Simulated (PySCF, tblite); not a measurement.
# C3H11NOSi4: geometry, infrared bands and NMR shifts

Wanted: the infrared bands and NMR shifts of C3H11NOSi4 (`CCO[Si]1(C#N)[SiH2][SiH2][SiH2]1`), by calculation.

Computed with tblite 0.8.0 and PySCF 2.14.0, with density-fitted response routines of our own, on a single molecule in the gas phase. Atoms count from 0, in the outputs and in this text.

## (1) Starting geometry

20 atoms, charge 0, multiplicity 1; geometry from: force field or distance geometry start.

Bonds of the start (Å): C0–C1 1.53, C1–O2 1.41, O2–Si3 1.72, Si3–C4 1.78, C4–N5 1.16, Si3–Si6 2.26, Si6–Si7 2.24, Si7–Si8 2.25, Si8–Si3 2.21, C0–H9 1.11, C0–H10 1.10, C0–H11 1.12, C1–H12 1.09, C1–H13 1.13, Si6–H14 1.46, Si6–H15 1.44, Si7–H16 1.47, Si7–H17 1.47, Si8–H18 1.48, Si8–H19 1.46.

## (2) Geometry optimisation with GFN2-xTB

Job settings and geometry (Å):

```
{"job": {"kind": "relax", "xc": "GFN2-xTB", "basis": "xTB"}, "charge": 0, "multiplicity": 1}
C      3.558900     0.082400    -0.043200
C      2.092000     0.449400    -0.249800
O      1.243700    -0.448600     0.433500
Si    -0.338600     0.129500     0.081900
C     -0.291400     1.817400    -0.491300
N     -0.267800     2.920100    -0.863100
Si    -1.451900    -1.125200    -1.425900
Si    -3.288100    -0.520000    -0.296500
Si    -1.944400    -0.407900     1.498700
H      3.746100     0.056100     1.054500
H      3.862900    -0.832500    -0.571400
H      4.199600     0.910600    -0.432800
H      1.850700     0.454300    -1.315300
H      1.977000     1.487700     0.169600
H     -1.154000    -2.553000    -1.332200
H     -1.453400    -0.547600    -2.743900
H     -4.322900    -1.561100    -0.216700
H     -3.799900     0.806600    -0.654400
H     -2.343400     0.627100     2.476500
H     -1.880400    -1.734700     2.099400
```

Run with:

```console
> OMP_NUM_THREADS=1 python probes_run.py task.json out
```

This one command runs all jobs of the session in turn.

**Question.** This job is followed by: GFN2-xTB harmonic vibrations, gas phase; GIAO PBE0/pcSseg-1 NMR shielding, non-relativistic, gas phase. Predict these results of the whole session: strongest single infrared mode (GFN2-xTB); zero-point energy (GFN2-xTB); 13C shifts against TMS (PBE0/pcSseg-1); 1H shifts against TMS (PBE0/pcSseg-1, means over atoms taken as alike); 17O shifts against H2O (PBE0/pcSseg-1); 29Si shifts against TMS (PBE0/pcSseg-1, means over atoms taken as alike); 15N shifts against NH3 (PBE0/pcSseg-1).

**Answer**, as computed:

```
                                                                quantity                                   value
                               strongest single infrared mode (GFN2-xTB)                   2200 cm⁻¹, 525 km/mol
                                            zero-point energy (GFN2-xTB)                           79.4 kcal/mol
                                  13C shifts against TMS (PBE0/pcSseg-1)                   124.9, 64.1, 20.3 ppm
  1H shifts against TMS (PBE0/pcSseg-1, means over atoms taken as alike)  4.41, 4.25, 4.03, 4.01, 3.88, 1.37 ppm
                                  17O shifts against H2O (PBE0/pcSseg-1)                                39.0 ppm
29Si shifts against TMS (PBE0/pcSseg-1, means over atoms taken as alike)                 -3.2, -82.7, -107.5 ppm
                                  15N shifts against NH3 (PBE0/pcSseg-1)                               370.3 ppm
```

In words: Over 171 steps the energy fell by 1.507 eV; of the close pairs, Si3–Si8 changed most, 2.208 to 2.343 Å. No mode is imaginary among the 54: a minimum at this level. GFN2-xTB is a fitted tight-binding method: band positions and strengths are rough. Its intensities can rank the bands wrongly. C4 (nitrile carbon) lies farthest downfield among carbon, at 124.9 ppm; this is the usual window of a C≡N carbon, which has no attached hydrogen. At PBE0/pcSseg-1: The widest tensor belongs to N5: span 552 ppm, with a paramagnetic part of -441 ppm.
